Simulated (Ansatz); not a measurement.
FePbO₃, space group Pm-3m, a Hubbard U by linear response

Program: Ansatz's Python interface.

The cells in order, each with its output:

```python
import warnings

import ansatz as az
```

```python
warnings.simplefilter("ignore", az.DeckWarning)
```

```python
lattice = az.Lattice.of(
    [3.94754, 0.0, 0.0],
    [0.0, 3.94754, 0.0],
    [0.0, 0.0, 3.94754],
)
sites = [
    ("Fe", [0.5, 0.5, 0.5]),
    ("Pb", [0.0, 0.0, 0.0]),
    ("O", [0.5, 0.5, 0.0]),
    ("O", [0.5, 0.0, 0.5]),
    ("O", [0.0, 0.5, 0.5]),
]
fepbo3 = az.Crystal(lattice=lattice)
for symbol, position in sites:
    fepbo3 = fepbo3.atom(symbol, position)
fepbo3 = fepbo3.moments(Fe=3.5)
```

```python
model = (
    fepbo3.calculation()
    .functional("pbesol")
    .kpoints(5)
    .occupations("Fermi-Dirac", width=0.1)
    .spin("collinear")
    .hubbard("Fe", "d", u_eff="linear-response")
    .band_table()
)
# within one cell the perturbed atoms see their images, so U is that of this cell
found = []
```

```python
def keep(event):
    if event["event"] == "lr_u_result":
        found.append(event["data"])
```

```python
res = model.session().plan().execute(on_event=keep)
report = res.report
```

```python
report["free_energy_ev"]
```

    -17881.64126932623

```python
for orbit in found[-1]["orbits"]:
    print(f"sites {orbit['sites']}: n0 = {orbit['n0']:.3f}, chi0 = {orbit['chi0_per_ev']:.4f}/eV, chi = {orbit['chi_per_ev']:.4f}/eV, U = {orbit['u_ev']:.2f} eV")
print("cycles:", found[-1]["n_cycles"], " band edges:", report.get("band_edges_ev"))
print(f"net moment {report['magnetization_mub']:.3f} muB, absolute {report['absolute_magnetization_mub']:.3f} muB")
for index, (site, m) in enumerate(zip(res.lattice.sites, report["site_moments_mub"])):
    print(f"  {index:2d} {site.symbol:2s} {m:7.3f}")
```

    sites [0]: n0 = 6.069, chi0 = -0.6058/eV, chi = -0.1614/eV, U = 4.55 eV
    cycles: 1  band edges: None
    net moment 4.257 muB, absolute 4.385 muB
       0 Fe   3.598
       1 Pb   0.005
       2 O    0.091
       3 O    0.091
       4 O    0.091

Reading the output:
- Total energies depend on the potentials; only differences at equal settings carry meaning. A total without «per atom» is that of the cell as typed.
- Other magnetic orders than the one started from may lie lower.
- The mesh is modest for a metal, so energies can be off by several to tens of meV an atom and pressures by half a GPa or more; differences at equal mesh fare better.
- With one magnetic atom the cell can hold only ferromagnetic order.
- The structure comes from a database of computed cells and needn't be a stable or known phase.
- Levels are Kohn-Sham eigenvalues on this mesh, without spin-orbit coupling.
- The computed U depends on the projectors, on the cell (the perturbed atoms see their images) and on the spin treatment typed in the script; a run with no .spin step is spin-unpolarised.
- The script silences the warnings on its input, which a real study should read.
- Hardware and time: 24 s on 1 thread of Arm Neoverse N1 (shared host), peak memory 0.43 GiB.
